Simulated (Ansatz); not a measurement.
# CH7AlO2Si: basis-set convergence

How large a basis does CH7AlO2Si need? Two functionals are run in growing sets.

Computed with Ansatz 0.2.0, Gaussian basis. Level: one geometry, several basis sets.

Plan: PBE0-D4/def2-SVP; ωB97M-V/def2-SVP; PBE0-D4/def2-QZVPP; ωB97M-V/def2-QZVPP; the functionals' def2-TZVPP values are taken from earlier runs.

## Step 1: Structure used throughout

An earlier PBE0-D4 in a triple-zeta def2 set relaxation fixed the geometry.

SMILES `[CH3][AlH][O][SiH2]O`, 12 atoms, charge 0, spin multiplicity 1.

Atoms are counted from 1 here; the program's logs count them from 0.

Bond lengths: C1–Al2 1.941 Å, C1–H6 1.092 Å, C1–H7 1.096 Å, C1–H8 1.094 Å, Al2–O3 1.689 Å, Al2–H9 1.584 Å, O3–Si4 1.616 Å, Si4–O5 1.643 Å, Si4–H10 1.480 Å, Si4–H11 1.488 Å, O5–H12 0.958 Å. Angles: Al2–C1–H6 112.4°, Al2–C1–H7 110.5°, Al2–C1–H8 111.3°, H6–C1–H7 107.6°, H6–C1–H8 108.4°, H7–C1–H8 106.4°, C1–Al2–O3 119.7°, C1–Al2–H9 123.8°, O3–Al2–H9 116.5°, Al2–O3–Si4 171.9°, O3–Si4–O5 112.7°, O3–Si4–H10 110.3°, O3–Si4–H11 107.8°, O5–Si4–H10 104.5°, O5–Si4–H11 110.1°, H10–Si4–H11 111.5°, Si4–O5–H12 117.7°.

## Step 2: PBE0-D4 in def2-SVP

in.yaml

```yaml
crystal:
  periodic: [false, false, false]
  atoms:
    - {symbol: C, position_ang: [-2.508813, -0.005073, -0.729921]}
    - {symbol: Al, position_ang: [-0.641760, 0.460845, -0.983161]}
    - {symbol: O, position_ang: [0.477785, 0.124876, 0.235615]}
    - {symbol: Si, position_ang: [1.676805, -0.290519, 1.236437]}
    - {symbol: O, position_ang: [3.070567, -0.647440, 0.443245]}
    - {symbol: H, position_ang: [-2.657039, -0.690637, 0.107526]}
    - {symbol: H, position_ang: [-3.104445, 0.892964, -0.531338]}
    - {symbol: H, position_ang: [-2.930522, -0.463484, -1.629597]}
    - {symbol: H, position_ang: [-0.081583, 1.182440, -2.276849]}
    - {symbol: H, position_ang: [1.333169, -1.535818, 1.959567]}
    - {symbol: H, position_ang: [1.898513, 0.842573, 2.174636]}
    - {symbol: H, position_ang: [3.544422, 0.074173, 0.028039]}
basis:
  gaussian: {orbitals: def2-SVP}
hamiltonian: {xc: pbe0, dispersion: d4}
output: {orbitals: {seedname: orbitals}}
```

Run with:

```console
> ansatz run in.yaml --threads 4 --pin off --events-out ev --progress --plain --max-ram 10444MiB
```

Further steps of the session: ωB97M-V in def2-SVP; PBE0-D4 in def2-QZVPP; ωB97M-V in def2-QZVPP.

Before running them: what should the planned runs give, taken together? Wanted: PBE0-D4: double and triple zeta above quadruple; ωB97M-V: double and triple zeta above quadruple.

As calculated:

| quantity | value |
| --- | --- |
| PBE0-D4: double and triple zeta above quadruple | 12.62, 0.82 eV |
| ωB97M-V: double and triple zeta above quadruple | 12.77, 0.77 eV |

**Reading.** PBE0-D4 gains 11.80 eV from double to triple zeta, then 0.82 eV more. These are total energies; as a rule much of such shifts cancels in differences, which this series doesn't test. The LUMO of ωB97M-V is positive and keeps falling with the basis (1.11 to 0.55 eV): an unbound level that the basis holds in place.
